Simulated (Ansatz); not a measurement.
# BrClH₂O₂Sn, SMILES [OH][Sn]([OH])([Cl])[Br]: energies of removing a hydrogen

Program: the Ansatz DFT code, driven from Python.

Notebook, run cell by cell (the value of a cell's last expression is shown):

In [1]:
```python
import ansatz

BASIS_SET = "def2-SVPD"
XC = "cam_b3lyp"
```

In [2]:
```python
def single_point(molecule, charge=0, unpaired=0):
    calc = molecule.calculation().basis(gaussian=BASIS_SET).functional(XC)
    if charge:
        calc = calc.charge(charge)
    if unpaired:
        calc = calc.spin("collinear", total=unpaired)
    report = calc.run(threads=1, pin="off").report
    if report["published_state_doubts"]:
        print("  doubts:", report["published_state_doubts"])
    return report["free_energy_ev"]
```

In [3]:
```python
GEOMETRY = """
O    -0.60070    0.63940    1.49480
Sn   -0.00660    0.04250   -0.27800
O     1.80960   -0.64890   -0.10390
Cl   -1.34000   -1.66160   -1.05730
Br   -0.01700    1.94750   -1.93770
H    -1.56610    1.02920    1.30350
H     1.78210   -1.41620    0.53290
"""

def without(molecule, index):
    rest = ansatz.Crystal.molecule()
    for i, site in enumerate(molecule.cartesian_sites):
        if i != index:
            rest = rest.atom(site.symbol, site.position_ang)
    return rest
```

In [4]:
```python
geometry = ansatz.Crystal.molecule()
for line in GEOMETRY.strip().splitlines():
    symbol, *xyz = line.split()
    geometry = geometry.atom(symbol, [float(v) for v in xyz])
```

In [5]:
```python
whole = single_point(geometry, 0)
hydrogen = single_point(ansatz.Crystal.molecule().atom("H", (0, 0, 0)), 0, 1)
print(f"E(molecule) = {whole:.5f} eV, E(H) = {hydrogen:.5f} eV")
for index in [6]:
    radical = single_point(without(geometry, index), 0, 1)
    print(f"H{index}: homolysis {96.485332 * (radical + hydrogen - whole):.1f} kJ/mol")
    anion = single_point(without(geometry, index), -1)
    print(f"H{index}: loss of a proton {96.485332 * (anion - whole):.1f} kJ/mol")
```
```text
E(molecule) = -92516.97638 eV, E(H) = -13.54842 eV
H6: homolysis 517.4 kJ/mol
H6: loss of a proton 1467.0 kJ/mol
```

Total energies depend on the basis set; only differences at equal settings carry meaning. The geometry is a force-field or estimated start, not a minimum of this method, and the basis set is short of its limit. All parts are taken at fixed geometry, without zero-point energy. def2 sets replace the cores of elements past krypton by effective core potentials. The spin-orbit lowering of heavy atoms is left out. Wall time of the script: 110 s on 1 thread of Arm Neoverse V1, on a shared host, peak memory 1 GiB.
